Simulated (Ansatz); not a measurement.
**C₂H₉ClGeSi: small, medium and large basis sets**

How large a basis does C₂H₉ClGeSi need? Two functionals are run in growing sets.

The runs use Ansatz 0.2.0, Gaussian basis; one geometry, several basis sets.

The runs, in order: PBE0-D4/def2-SVP; ωB97M-V/def2-SVP; PBE0-D4/def2-QZVPP; ωB97M-V/def2-QZVPP; the functionals' def2-TZVPP values are taken from earlier runs.

## (1) The geometry

An earlier PBE0-D4 in a triple-zeta def2 set relaxation fixed the geometry.

SMILES `C[Si](C)(Cl)[GeH3]`, 14 atoms, charge 0, spin multiplicity 1.

Atoms are counted from 1 here; the program's logs count them from 0.

Bond lengths: C1–Si2 1.864 Å, C1–H6 1.094 Å, C1–H7 1.093 Å, C1–H8 1.092 Å, Si2–C3 1.864 Å, Si2–Cl4 2.078 Å, Si2–Ge5 2.382 Å, C3–H9 1.093 Å, C3–H10 1.092 Å, C3–H11 1.094 Å, Ge5–H12 1.542 Å, Ge5–H13 1.538 Å, Ge5–H14 1.538 Å. Angles: Si2–C1–H6 110.2°, Si2–C1–H7 110.4°, Si2–C1–H8 111.1°, H6–C1–H7 108.4°, H6–C1–H8 108.3°, H7–C1–H8 108.3°, C1–Si2–C3 111.5°, C1–Si2–Cl4 107.7°, C1–Si2–Ge5 111.5°, C3–Si2–Cl4 107.7°, C3–Si2–Ge5 111.5°, Cl4–Si2–Ge5 106.7°, Si2–C3–H9 110.4°, Si2–C3–H10 111.1°, Si2–C3–H11 110.2°, H9–C3–H10 108.3°, H9–C3–H11 108.4°, H10–C3–H11 108.3° and more.

## (2) PBE0-D4 in def2-SVP

Input file in.yaml:

```yaml
crystal:
  periodic: [false, false, false]
  atoms:
    - {symbol: C, position_ang: [-1.775685, 0.530905, 0.290462]}
    - {symbol: Si, position_ang: [-0.000356, 0.410889, -0.264979]}
    - {symbol: C, position_ang: [1.171121, 1.019213, 1.051204]}
    - {symbol: Cl, position_ang: [0.225636, 1.635370, -1.928565]}
    - {symbol: Ge, position_ang: [0.546350, -1.799476, -0.964006]}
    - {symbol: H, position_ang: [-1.942868, -0.105930, 1.163776]}
    - {symbol: H, position_ang: [-2.020772, 1.560715, 0.562753]}
    - {symbol: H, position_ang: [-2.457590, 0.213947, -0.500916]}
    - {symbol: H, position_ang: [0.934060, 2.050495, 1.325028]}
    - {symbol: H, position_ang: [2.205412, 0.985913, 0.703545]}
    - {symbol: H, position_ang: [1.089391, 0.396955, 1.946921]}
    - {symbol: H, position_ang: [0.435187, -2.786223, 0.215591]}
    - {symbol: H, position_ang: [1.986016, -1.864981, -1.501119]}
    - {symbol: H, position_ang: [-0.408902, -2.276992, -2.070896]}
basis:
  gaussian: {orbitals: def2-SVP}
hamiltonian: {xc: pbe0, dispersion: d4}
output: {orbitals: {seedname: orbitals}}
```

Run with:

```console
ansatz run in.yaml --threads 4 --pin off --events-out ev --progress --plain --max-ram 11315MiB
```

Further steps of the session: ωB97M-V in def2-SVP; PBE0-D4 in def2-QZVPP; ωB97M-V in def2-QZVPP.

Q: Predict the results of all the runs planned. Wanted: PBE0-D4: double and triple zeta above quadruple; ωB97M-V: double and triple zeta above quadruple.

The runs gave:

```
                                       quantity           value
PBE0-D4: double and triple zeta above quadruple  18.69, 1.99 eV
ωB97M-V: double and triple zeta above quadruple  18.76, 1.92 eV
```

**Reading.** For PBE0-D4 the step from double to triple zeta gains 16.70 eV and the next only 1.99 eV. Total energies overstate the basis error of differences, where much of it tends to cancel. The LUMO of ωB97M-V is positive and keeps falling with the basis (2.38 to 1.47 eV): an unbound level that the basis holds in place.
